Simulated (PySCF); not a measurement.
**C2H10Si2 (SMILES CC[SiH2][SiH3]): levels of theory compared**

Wanted: a comparison of 4 runs (HF/def2-SVP, B3LYP/6-31G*, SVWN5/6-311+G**, CCSD/6-31G**) of C2H10Si2. Input form: a Python script.

Program for the calculation: PySCF 2.14.0.

## Step 1: The structure to begin with

C2H10Si2: 14 atoms, total charge 0, spin state singlet. SMILES: `CC[SiH2][SiH3]`. The coordinates come from a PBE0-D4/def2-TZVP relaxation. This is one conformer, not always the lowest.

Bond lengths: C1–C2 1.525 Å, C2–Si3 1.883 Å, Si3–Si4 2.342 Å, C1–H5 1.093 Å, C1–H6 1.093 Å, C1–H7 1.093 Å, C2–H8 1.095 Å, C2–H9 1.095 Å, Si3–H10 1.492 Å, Si3–H11 1.491 Å, Si4–H12 1.490 Å, Si4–H13 1.489 Å, Si4–H14 1.488 Å. Some angles: C1–C2–Si3 113.7°, C2–Si3–Si4 111.8°, C1–C2–H8 110.5°, C1–C2–H9 110.4°, Si3–C2–H8 108.1°, Si3–C2–H9 107.7°, C2–C1–H5 111.4°, C2–C1–H6 111.6°, C2–C1–H7 111.5°, C2–Si3–H10 109.8°.

## Step 2: Energy and gradient at HF/def2-SVP (run 1)

The input, run.py:

```python
from pyscf import gto, scf

mol = gto.M(
    atom='''
C      0.374166     3.192881     1.490238
C      2.234979     1.201677     0.551800
Si     0.882880    -2.089092     0.457692
Si    -2.637491    -2.344394    -2.213058
H     -0.307269     2.752764     3.389980
H     -1.281612     3.323272     0.261916
H      1.241550     5.065978     1.560158
H      2.907722     1.675242    -1.347186
H      3.915324     1.156323     1.759524
H      0.100344    -2.875407     3.049829
H      2.828164    -3.919481    -0.440117
H     -1.949819    -1.538426    -4.821447
H     -4.718835    -0.677278    -1.313360
H     -3.614479    -4.979239    -2.330788
''',
    max_memory=1860,
    basis='def2-svp',
    unit='bohr',
    verbose=4,
)

mf = scf.RHF(mol)
mf.conv_tol = 1e-10
mf.kernel()
if not mf.converged:
    mf = mf.newton().run(mf.mo_coeff, mf.mo_occ)

e_final = mf.e_tot
print(f'total energy: {e_final:.8f} hartree')
grad = mf.nuc_grad_method().kernel()
mf.analyze()
```

The run is started by

```
$ OMP_NUM_THREADS=1 python run.py
```

The log of the run:

```text
PySCF version 2.14.0

[... 98 lines left out ...]
MO #9   energy= -4.22825921815101  occ= 2
[... 20 lines left out ...]
MO #30  energy= 0.19797676101248   occ= 0
[... 20 lines left out ...]
MO #51  energy= 0.706474689317862  occ= 0
[... 20 lines left out ...]
MO #72  energy= 1.18889325682897   occ= 0
[... 20 lines left out ...]
MO #93  energy= 2.08485644791721   occ= 0
[... 20 lines left out ...]
MO #114 energy= 3.38824536841883   occ= 0
[... 131 lines left out ...]
Dipole moment(X, Y, Z, Debye):  0.55642,  0.76955,  0.23354
```

It took 32 s on 1 thread of Intel Xeon at 2.50GHz (Skylake/Cascade Lake), shared host; peak memory 0.28 GiB.

## Step 3: Energy and forces at B3LYP/6-31G(d) (Cartesian functions) (run 2)

The input, input.xyz:

```xyz
14
C2H10Si2
C      0.198000     1.689600     0.788600
C      1.182700     0.635900     0.292000
Si     0.467200    -1.105500     0.242200
Si    -1.395700    -1.240600    -1.171100
H     -0.162600     1.456700     1.793900
H     -0.678200     1.758600     0.138600
H      0.657000     2.680800     0.825600
H      1.538700     0.886500    -0.712900
H      2.071900     0.611900     0.931100
H      0.053100    -1.521600     1.613900
H      1.496600    -2.074100    -0.232900
H     -1.031800    -0.814100    -2.551400
H     -2.497100    -0.358400    -0.695000
H     -1.912700    -2.634900    -1.233400
```

The input, run.py:

```python
from pyscf import gto, dft

molecule = gto.M(
    atom='input.xyz',
    basis='6-31g*',
    cart=True,
    verbose=4,
    max_memory=1860,
)

ks = dft.RKS(molecule)
ks.xc = 'b3lyp'
ks.conv_tol = 1e-10
ks.grids.level = 5
ks.kernel()
if not ks.converged:
    ks = ks.newton().run(ks.mo_coeff, ks.mo_occ)

energy = ks.e_tot
print(f'total energy: {energy:.8f} hartree')
grad = ks.nuc_grad_method().kernel()
ks.analyze()
```

The run is started by

```
$ OMP_NUM_THREADS=1 python run.py
```

The log of the run:

```text
PySCF version 2.14.0

[... 108 lines left out ...]
MO #3   energy= -10.183072176929   occ= 2
[... 16 lines left out ...]
MO #20  energy= -0.360728624939082 occ= 2
[... 16 lines left out ...]
MO #37  energy= 0.189292118285928  occ= 0
[... 16 lines left out ...]
MO #54  energy= 0.676213890385342  occ= 0
[... 16 lines left out ...]
MO #71  energy= 1.16621800143706   occ= 0
[... 16 lines left out ...]
MO #88  energy= 4.36795319299144   occ= 0
[... 105 lines left out ...]
Dipole moment(X, Y, Z, Debye):  0.59622,  0.83347,  0.23251
```

Run time: 82 s. Hardware: 1 thread of Intel Xeon at 2.50GHz (Skylake/Cascade Lake), shared host; peak memory 0.91 GiB.

Run 3 isn't shown in full; the table further down has it.

## Step 4: A single-point energy at CCSD/6-31G(d,p) (spherical functions) (run 4)

The input, calc.py:

```python
# CC[SiH2][SiH3]
from pyscf import gto, cc

mol = gto.M(
    atom='''
C    0.198000   1.689600   0.788600
C    1.182700   0.635900   0.292000
Si   0.467200  -1.105500   0.242200
Si  -1.395700  -1.240600  -1.171100
H   -0.162600   1.456700   1.793900
H   -0.678200   1.758600   0.138600
H    0.657000   2.680800   0.825600
H    1.538700   0.886500  -0.712900
H    2.071900   0.611900   0.931100
H    0.053100  -1.521600   1.613900
H    1.496600  -2.074100  -0.232900
H   -1.031800  -0.814100  -2.551400
H   -2.497100  -0.358400  -0.695000
H   -1.912700  -2.634900  -1.233400
''',
    max_memory=1860,
    charge=0,
    basis='6-31g**',
    verbose=4,
)

mf = mol.RHF()
mf.conv_tol = 1e-10
mf.kernel()
if not mf.converged:
    mf = mf.newton().run(mf.mo_coeff, mf.mo_occ)

mycc = cc.CCSD(mf, frozen=12)
mycc.kernel()
e_tot = mycc.e_tot
print('Final energy', e_tot)
mf.analyze()
```

The run is started by

```
$ OMP_NUM_THREADS=1 python calc.py
```

The log of the run:

```text
PySCF version 2.14.0

[... 113 lines left out ...]
MO #9   energy= -4.21682142140434  occ= 2
[... 20 lines left out ...]
MO #30  energy= 0.216682576817584  occ= 0
[... 20 lines left out ...]
MO #51  energy= 0.806486170767879  occ= 0
[... 20 lines left out ...]
MO #72  energy= 1.45544068105065   occ= 0
[... 20 lines left out ...]
MO #93  energy= 2.53544254962358   occ= 0
[... 20 lines left out ...]
MO #114 energy= 3.90273699116573   occ= 0
[... 131 lines left out ...]
Dipole moment(X, Y, Z, Debye):  0.55992,  0.72983,  0.21061
```

Wall time 52 s (1 thread of Intel Xeon at 2.50GHz (Skylake/Cascade Lake), shared host); peak memory 0.87 GiB.

## Step 5: Overview of the runs

```csv
run,level,Cartesian functions,integration grid,energy (Eh),dipole moment (D) of the reference,HOMO energy (eV),LUMO energy (eV),wall time
1,HF/def2-SVP,no,–,-659.179214,0.98,-10.68,3.65,32 s
2,B3LYP/6-31G* (Cartesian functions),yes,5,-661.218273,1.05,-7.64,0.44,82 s
3,SVWN5/6-311+G**,no,5,-658.123130,1.01,-6.94,-0.91,2.1 min
4,CCSD/6-31G** (spherical functions),no,–,-659.949102,0.94,-10.56,3.73,52 s
```

## Step 6: Summary of results

| quantity | value |
| --- | --- |
| run 4: total energy | -659.94910 Eh |
| run 4: dipole moment (Hartree–Fock density) | 0.94 D |
| run 4: HOMO energy (Hartree–Fock orbitals) | -10.56 eV |
| run 4: LUMO energy (Hartree–Fock orbitals) | 3.73 eV |
| run 4: HOMO–LUMO gap (Hartree–Fock orbitals) | 14.28 eV |
| run 4: correlation energy (12 core orbitals frozen) | -554.9 mEh |
| run 4: T1 diagnostic | 0.009 |

Over runs 1, 2, 3 the dipole moment (its size) runs from 0.98 D (HF/def2-SVP) to 1.05 D (B3LYP/6-31G*). The two ends differ in method and basis. Over runs 1, 2, 3 the HOMO–LUMO gap runs from 6.04 eV (SVWN5/6-311+G**) to 14.33 eV (HF/def2-SVP). Totals of different functionals can't be ranked against each other. All runs together took 4.9 min, the longest 2.1 min.
